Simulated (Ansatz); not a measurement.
# LaP: the cost of one run

Computed with Ansatz 0.2.0 (reference: DFT, HSE06, plane waves, PAW, unless a step's input says otherwise).

4 further runs of the same task are left out: 1 for a known fault of the program, 3 that didn't finish.

### Step 1. Starting point

Symmetry: Pm-3m, No. 221, cubic system. The conventional cell has a = 3.650 Å, b = 3.650 Å, c = 3.650 Å, α = 90.00°, β = 90.00°, γ = 90.00°. La (site symmetry m-3m) is surrounded by 8 P at 3.16 Å. P (site symmetry m-3m) is surrounded by 8 La at 3.16 Å.

Coordinates:

```xyz
2
Lattice="3.6497 0.0000 0.0000 0.0000 3.6497 0.0000 0.0000 0.0000 3.6497" Properties=species:S:1:pos:R:3 pbc="T T T"
La    0.0000    0.0000    0.0000
P     1.8248    1.8248    1.8248
```

### Step 2. Reference

Contents of input.yaml:

```yaml
crystal:
  lattice:
    - [3.6496601442, 0.0, 0.0]
    - [0.0, 3.6496601442, 0.0]
    - [0.0, 0.0, 3.6496601442]
  atoms:
    - { symbol: La, position: [0.0, 0.0, 0.0] }
    - { symbol: P, position: [0.5, 0.5, 0.5] }
kpoints:
  mp_grid: { grid: [4, 4, 4] }
hamiltonian:
  xc: hse06
scf:
  occupations: { method: fermi_dirac, width: 0.02 }
  n_extra_bands: 4
output:
  forces: true
  stress: true
  eigenvalues: true
```

Command:

```console
ansatz run input.yaml --threads 4 --pin off --max-ram 3686MiB --backend cpu --events-out ev --progress --plain --runs-dir out
```

**Question.** How long does this run take on 4 threads of Arm Neoverse V1, shared host, and how much memory does it need?

About 7.2 s, with a peak of 0.72 GiB.
